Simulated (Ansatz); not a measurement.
Run this with the Python package of Ansatz (0.2.0) and show what comes out.

`bend_geh4s2.py`
```python
# -*- coding: utf-8 -*-
import ansatz as az
from ase import Atoms

atoms = Atoms(["S", "S", "Ge", "H", "H", "H", "H"], positions=[
    (-0.934, -1.9915, 0.0142),
    (-1.4997, 0.0288, 0.594),
    (0.539, 0.7629, 0.228),
    (-1.23, -1.6722, -1.3457),
    (0.9542, 0.528, -1.2614),
    (0.6483, 2.29, 0.5694),
    (1.5836, -0.0139, 1.1558),
])

first = az.Crystal.molecule_from_ase(atoms).calculation()
first = first.basis(gaussian="def2-SVP")
first = first.functional("HF").relax(force_tolerance=0.02, max_steps=80)
atoms.positions = first.run(threads=1).report["positions_ang"]

rows = []
for angle in [85, 95, 105, 115, 125, 140, 160]:
    bent = atoms.copy()
    bent.set_angle(1, 0, 3, angle, indices=[3])
    setup = (
        az.Crystal.molecule_from_ase(bent).calculation()
        .basis(gaussian="def2-SVP")
        .functional("HF")
    )
    rows.append((angle, setup.run(threads=1).report["free_energy_ev"]))
floor = min(e for _, e in rows)
for angle, e in rows:
    print(f"angle S1-S0-H3 = {angle:3d} deg   {1000 * (e - floor):9.1f} meV")
```

Running `python bend_geh4s2.py` prints:
```text
angle S1-S0-H3 =  85 deg       147.1 meV
angle S1-S0-H3 =  95 deg         0.0 meV
angle S1-S0-H3 = 105 deg        36.0 meV
angle S1-S0-H3 = 115 deg       237.2 meV
angle S1-S0-H3 = 125 deg       587.6 meV
angle S1-S0-H3 = 140 deg      1357.3 meV
angle S1-S0-H3 = 160 deg      2719.4 meV
```

The scan is rigid, and the energies are electronic, in a modest basis. The zero is the lowest point of the grid, which needn't be the minimum. Wall time of the script: 40 s on 1 thread of Arm Neoverse N1 (shared host), peak memory 0.26 GiB.
